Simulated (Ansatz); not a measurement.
Run this with the Python package of Ansatz (0.2.0) and show what comes out.

`run_drho.py`
```python
"""Density of TlPt less that of its sublattices."""

import ansatz as az
import numpy as np

vectors0 = np.array([
    [6.758, 0.0, 0.0],
    [-3.379, 5.8526, 0.0],
    [0.0, 0.0, 3.851708],
])
sites = [
    ("Tl", (0.0, 0.5, 0.0)),
    ("Tl", (0.5, 0.0, 0.0)),
    ("Tl", (0.5, 0.5, 0.0)),
    ("Pt", (0.0, 0.0, 0.0)),
    ("Pt", (2 / 3, 1 / 3, 0.5)),
    ("Pt", (1 / 3, 2 / 3, 0.5)),
]


def build(cell):
    crystal = az.Crystal(lattice=az.Lattice.of(cell))
    for symbol, position in sites:
        crystal = crystal.atom(symbol, position)
    return crystal

# one cutoff and one grid for all runs, so that the fields can be subtracted
def solve(crystal):
    return (
        crystal.calculation()
        .occupations("Marzari-Vanderbilt")
        .functional("pbesol")
        .basis(460, grid_basis="typed")  # plane waves up to this kinetic energy
        .kpoints(4, 4, 6)  # the mesh must be finer for metals
        .density()  # keep the density on its grid
        .run(threads=1)
    )


whole = solve(build(vectors0))
difference = whole.density().channels[0].density_e_per_ang3.copy()
binding = whole.report["free_energy_ev"]
for element in ["Tl", "Pt"]:
    part = az.Crystal(lattice=az.Lattice.of(vectors0))
    for symbol, position in sites:
        if symbol == element:
            part = part.atom(symbol, position)
    alone = solve(part)
    difference -= alone.density().channels[0].density_e_per_ang3
    binding -= alone.report["free_energy_ev"]
    print(f"{element} sublattice: {alone.report['n_electrons']:g} electrons, {alone.report['n_iterations']} iterations")

voxel = abs(np.linalg.det(vectors0)) / difference.size
print(f"energy of the crystal less its unpolarised sublattices: {binding / len(sites):.4f} eV/atom")
print(f"net charge of the difference {difference.sum() * voxel:.5f} e, charge rearranged {0.5 * np.abs(difference).sum() * voxel:.3f} e")
print(f"extremes {difference.min():.4f} and {difference.max():.4f} e/A^3")
for (symbol, position) in sites:
    index = tuple(int(round(p * n)) % n for p, n in zip(position, difference.shape))
    print(f"  change of the pseudo-density at the grid point nearest {symbol}: {difference[index]:+.4f} e/A^3")
profile = difference.mean(axis=(0, 1))
print("planar mean along the third vector:", np.round(profile[:: max(len(profile) // 12, 1)], 4))
```

Output of `python run_drho.py`:
```text
Tl sublattice: 39 electrons, 7 iterations
Pt sublattice: 54 electrons, 9 iterations
energy of the crystal less its unpolarised sublattices: -2.1903 eV/atom
net charge of the difference -0.00000 e, charge rearranged 1.406 e
extremes -0.2599 and 0.2751 e/A^3
  change of the pseudo-density at the grid point nearest Tl: +0.1056 e/A^3
  change of the pseudo-density at the grid point nearest Tl: +0.1056 e/A^3
  change of the pseudo-density at the grid point nearest Tl: +0.1056 e/A^3
  change of the pseudo-density at the grid point nearest Pt: +0.1286 e/A^3
  change of the pseudo-density at the grid point nearest Pt: +0.1182 e/A^3
  change of the pseudo-density at the grid point nearest Pt: +0.1182 e/A^3
planar mean along the third vector: [-0.0091 -0.0048 -0.0018  0.006   0.0064 -0.0063 -0.      0.0146 -0.0095
  0.0011  0.008   0.0018 -0.0035 -0.0075]
```

What to keep in mind:
- The mesh is modest for a metal, so energies can be off by several to tens of meV an atom and pressures by half a GPa or more; differences at equal mesh fare better.
- Spin-orbit coupling, which matters for elements this heavy, is left out.
- The fields are valence quantities on the plane-wave grid; their values near the nuclei depend on the potentials.
- This cell is a computed structure, which may not be the phase found in nature.
- Charge moved counts every rearrangement, bonding and polarisation too, and is no transfer between atoms; the bare sublattices are artificial references. Values near the nuclei depend on the potentials.
- Run time: 12 s on 1 thread of Arm Neoverse V2, on a shared host, peak memory 0.5 GiB.
